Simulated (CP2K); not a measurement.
**PM6 run of CH4BFO (SMILES BOCF)**

What is the energy difference between two shapes of CH4BFO at PM6? 

The calculation is run with CP2K 2026.2.

2 further runs of the same task are left out: 1 that didn't finish, 1 set aside as unsound or not needed.

**1. The system as given**

The species is CH4BFO (8 atoms), meant as a singlet with charge 0. As SMILES, `BOCF`. The coordinates come from a PBE0-D4/def2-TZVP relaxation. This is one conformer, not always the lowest.

Bond lengths: B1–O2 1.350 Å, O2–C3 1.389 Å, C3–F4 1.363 Å, B1–H5 1.201 Å, B1–H6 1.193 Å, C3–H7 1.095 Å, C3–H8 1.092 Å. Angles: B1–O2–C3 121.3°, O2–C3–F4 108.8°, O2–B1–H5 119.7°, O2–B1–H6 116.8°, O2–C3–H7 111.1°, O2–C3–H8 108.4°, F4–C3–H7 108.1°, F4–C3–H8 108.1°, H5–B1–H6 123.5°, H7–C3–H8 112.2°.

**2. Energy and gradient at PM6**

job.inp reads:

```
&GLOBAL
    PROJECT job
    RUN_TYPE ENERGY_FORCE
    PRINT_LEVEL MEDIUM
&END

&FORCE_EVAL
    METHOD QS
    &DFT
        CHARGE 0
        MULTIPLICITY 1
        &QS
            METHOD PM6
            EPS_DEFAULT 1.0E-10
            &SE
                &COULOMB
                    CUTOFF [angstrom] 50
                    RC_RANGE [angstrom] 0
                &END
                &EXCHANGE
                    CUTOFF [angstrom] 50
                    RC_RANGE [angstrom] 0
                &END
            &END
        &END
        # isolated system
        &POISSON
            PERIODIC NONE
            POISSON_SOLVER ANALYTIC
        &END
        # SCF settings
        &SCF
            SCF_GUESS ATOMIC
            EPS_SCF 1.0E-06
            MAX_SCF 150
            ADDED_MOS 8
            &DIAGONALIZATION
                ALGORITHM STANDARD
            &END
            &MIXING
                METHOD DIRECT_P_MIXING
                ALPHA 0.4
            &END
        &END
        &PRINT
            &MOMENTS
                PERIODIC F
                REFERENCE COM
                MAX_MOMENT 1
            &END
            &MO ON
                ENERGIES T
                OCCUPATION_NUMBERS T
                NDIGITS 6
                &EACH
                    QS_SCF 0
                &END
                ADD_LAST NUMERIC
            &END
            &HIRSHFELD OFF
            &END
        &END
    &END
    &SUBSYS
        # vacuum box
        &CELL
            ABC [angstrom] 15.2 15.2 14.9
            PERIODIC NONE
        &END
        &COORD
            B     -0.895600     0.807500     0.575700
            O      0.208800     0.042100     0.704300
            C      0.779100    -0.589900    -0.392900
            F      0.424800    -1.906100    -0.375800
            H     -1.369900     0.988800    -0.512400
            H     -1.341000     1.283200     1.575400
            H      0.420500    -0.152600    -1.330500
            H      1.865500    -0.530000    -0.299500
        &END
        &TOPOLOGY
            &CENTER_COORDINATES
            &END
        &END
    &END
    &PRINT
        &FORCES ON
        &END
    &END
&END
```

Started as:

```
OMP_NUM_THREADS=1 cp2k.psmp job.inp > job.out
```

What it wrote:

```text
CP2K| version string:                                       CP2K version 2026.2
[...]
 GLOBAL| Method name                                                        CP2K
[...]
 GLOBAL| Run type                                                   ENERGY_FORCE
[...]
                             - Atoms:                                          8
[...]
                             - Spherical basis functions:                     20
[...]
 Number of electrons:                                                         24
[...]
     1 P_Mix/Diag. 0.40E+00    0.0     0.74385260       -31.4948189050 -3.15E+01
[...]
    19 DIIS/Diag.  0.17E-06    0.0     0.00000019       -36.5841912115 -2.10E-12
  *** SCF run converged in    19 steps ***
  Core-core repulsion energy [eV]:                           1473.48392450125084
  Core Hamiltonian energy [eV]:                             -1634.94407458116552
  Two-electron integral energy [eV]:                        -1668.09264011757341
  Electronic energy [eV]:                                   -2468.99039463995177
  Total energy [eV]:                                         -995.50647013870127
  Atomic reference energy [eV]:                               990.74519352963193
  Heat of formation [kcal/mol]:                              -109.79765568359295
[...]
 SE_DIPOLE| Moment [Debye]         -0.66867039      -1.14852279       1.47510937
 SE_DIPOLE| Derivative [a.u.]       0.00000000       0.00000000       0.00000000
 ENERGY| Total FORCE_EVAL ( QS ) energy [hartree]            -36.584191211534048
 FORCES| Atomic forces [hartree/bohr]
 FORCES|   Atom     x               y               z               |f|
 FORCES|      1 -2.41504593E-02  1.31447158E-02 -9.97881003E-03   2.92507246E-02
 FORCES|      2  5.94347053E-03 -1.00373634E-02  2.27916111E-02   2.56033405E-02
 FORCES|      3  7.67717580E-03 -3.77068811E-03 -2.09080653E-02   2.25899162E-02
 FORCES|      4 -5.05331487E-03  5.67660961E-03  8.30322744E-03   1.12562638E-02
 FORCES|      5  2.76477680E-03 -1.28550254E-03  6.56903415E-03   7.24214866E-03
 FORCES|      6  7.68452893E-03 -4.97513977E-03 -2.75622705E-03   9.56037594E-03
 FORCES|      7 -3.05669773E-03  1.24075863E-03 -9.23086231E-03   9.80263750E-03
 FORCES|      8  8.19051983E-03  6.60977444E-06  5.21009202E-03   9.70719927E-03
 FORCES| Sum     9.71445147E-17 -1.94289029E-16 -5.13478149E-16
 FORCES| Total atomic force                                       5.57534836E-16
[...]
```

It took 1.2 s on 1 thread of Intel Xeon Platinum 8488C (Sapphire Rapids), shared host; peak memory 0.19 GiB.

**3. The distorted shape at the same level**

mol.inp reads:

```
&GLOBAL
   PROJECT mol
   RUN_TYPE ENERGY_FORCE
   PRINT_LEVEL MEDIUM
&END GLOBAL

&FORCE_EVAL
   METHOD QUICKSTEP
   &DFT
      CHARGE 0
      MULTIPLICITY 1
      # Quickstep
      &QS
         METHOD PM6
         EPS_DEFAULT 1.0E-10
         &SE
            &COULOMB
               CUTOFF [angstrom] 50
               RC_RANGE [angstrom] 0
            &END COULOMB
            &EXCHANGE
               CUTOFF [angstrom] 50
               RC_RANGE [angstrom] 0
            &END EXCHANGE
         &END SE
      &END QS
      &POISSON
         PERIODIC NONE
         POISSON_SOLVER ANALYTIC
      &END POISSON
      &SCF
         SCF_GUESS ATOMIC
         EPS_SCF 1.0E-06
         MAX_SCF 150
         ADDED_MOS 8
         &DIAGONALIZATION
            ALGORITHM STANDARD
         &END DIAGONALIZATION
         &MIXING
            METHOD DIRECT_P_MIXING
            ALPHA 0.4
         &END MIXING
      &END SCF
      &PRINT
         &MOMENTS
            PERIODIC F
            REFERENCE COM
            MAX_MOMENT 1
         &END MOMENTS
         &MO ON
            ENERGIES T
            OCCUPATION_NUMBERS T
            NDIGITS 6
            &EACH
               QS_SCF 0
            &END EACH
            ADD_LAST NUMERIC
         &END MO
         &HIRSHFELD OFF
         &END HIRSHFELD
      &END PRINT
   &END DFT
   &SUBSYS
      &CELL
         ABC [angstrom] 15.3 15.2 14.9
         PERIODIC NONE
      &END CELL
      &COORD
         B     -0.925728     0.761568     0.567276
         O      0.188587     0.070525     0.671580
         C      0.775365    -0.611346    -0.384571
         F      0.446158    -1.945725    -0.353182
         H     -1.366089     0.988869    -0.528933
         H     -1.365078     1.288518     1.572519
         H      0.409325    -0.143750    -1.305818
         H      1.892176    -0.523658    -0.332541
      &END COORD
      &TOPOLOGY
         &CENTER_COORDINATES
         &END CENTER_COORDINATES
      &END TOPOLOGY
   &END SUBSYS
   # extra output
   &PRINT
      &FORCES ON
      &END FORCES
   &END PRINT
&END FORCE_EVAL
```

Started as:

```
OMP_NUM_THREADS=1 cp2k.psmp mol.inp > mol.out
```

What it wrote:

```text
CP2K| version string:                                       CP2K version 2026.2
[...]
 GLOBAL| Method name                                                        CP2K
[...]
 GLOBAL| Run type                                                   ENERGY_FORCE
[...]
                             - Atoms:                                          8
[...]
                             - Spherical basis functions:                     20
[...]
 Number of electrons:                                                         24
[...]
     1 P_Mix/Diag. 0.40E+00    0.0     0.74368631       -31.4929015559 -3.15E+01
[...]
    19 DIIS/Diag.  0.22E-06    0.0     0.00000026       -36.5776287056 -3.60E-12
  *** SCF run converged in    19 steps ***
  Core-core repulsion energy [eV]:                           1468.64828976029639
  Core Hamiltonian energy [eV]:                             -1634.28957768137775
  Two-electron integral energy [eV]:                        -1659.37321469886206
  Electronic energy [eV]:                                   -2463.97618503080867
  Total energy [eV]:                                         -995.32789527051250
  Atomic reference energy [eV]:                               990.74519352963193
  Heat of formation [kcal/mol]:                              -105.67962106787996
[...]
 SE_DIPOLE| Moment [Debye]         -0.74779513      -0.95831665       1.42952070
 SE_DIPOLE| Derivative [a.u.]       0.00000000       0.00000000       0.00000000
 ENERGY| Total FORCE_EVAL ( QS ) energy [hartree]            -36.577628705594286
 FORCES| Atomic forces [hartree/bohr]
 FORCES|   Atom     x               y               z               |f|
 FORCES|      1 -4.52223582E-02  4.08588864E-02 -7.40055263E-03   6.13944497E-02
 FORCES|      2  3.17321289E-02 -3.33967702E-02  3.34579877E-02   5.69360097E-02
 FORCES|      3  1.70506368E-02 -4.52010055E-03 -2.54258041E-02   3.09455495E-02
 FORCES|      4 -2.98574070E-03  2.14660341E-02  8.91810619E-03   2.34358249E-02
 FORCES|      5 -1.44071112E-03 -4.47231542E-03  7.19804979E-03   8.59588125E-03
 FORCES|      6  1.07295724E-02 -1.27560596E-02 -1.15095711E-02   2.02561351E-02
 FORCES|      7 -2.89865042E-03 -5.23360985E-03 -1.38235530E-02   1.50626513E-02
 FORCES|      8 -6.96487757E-03 -1.94606486E-03  8.58533716E-03   1.12251816E-02
 FORCES| Sum     9.36750677E-17  1.33226763E-15 -1.54043445E-15
 FORCES| Total atomic force                                       2.03878649E-15
[...]
```

Run time: 1.2 s. Hardware: 1 thread of Intel Xeon Platinum 8488C (Sapphire Rapids), shared host; peak memory 0.19 GiB.

**4. Summary of results**

At PM6:

```
                                                  quantity            value
                                 first shape: total energy     -36.58419 Eh
                                first shape: dipole moment           1.99 D
                                  first shape: HOMO energy        -11.06 eV
                                  first shape: LUMO energy          0.44 eV
                                first shape: HOMO–LUMO gap         11.49 eV
    first shape: heat of formation at this unrelaxed shape  -109.8 kcal/mol
                     first shape: largest force on an atom       1.504 eV/Å
                             distorted shape: total energy     -36.57763 Eh
                            distorted shape: dipole moment           1.88 D
                              distorted shape: HOMO energy        -10.81 eV
                              distorted shape: LUMO energy          0.51 eV
                            distorted shape: HOMO–LUMO gap         11.33 eV
distorted shape: heat of formation at this unrelaxed shape  -105.7 kcal/mol
                 distorted shape: largest force on an atom       3.157 eV/Å
                    energy change with the atoms displaced         0.179 eV
```

With the atoms displaced the energy rises by 0.18 eV (17.2 kJ/mol). The first shape isn't relaxed at this level, so the change isn't measured from a minimum. The largest force (first shape) is 1.50 eV/Å: the shape isn't a stationary point for this species at this level.
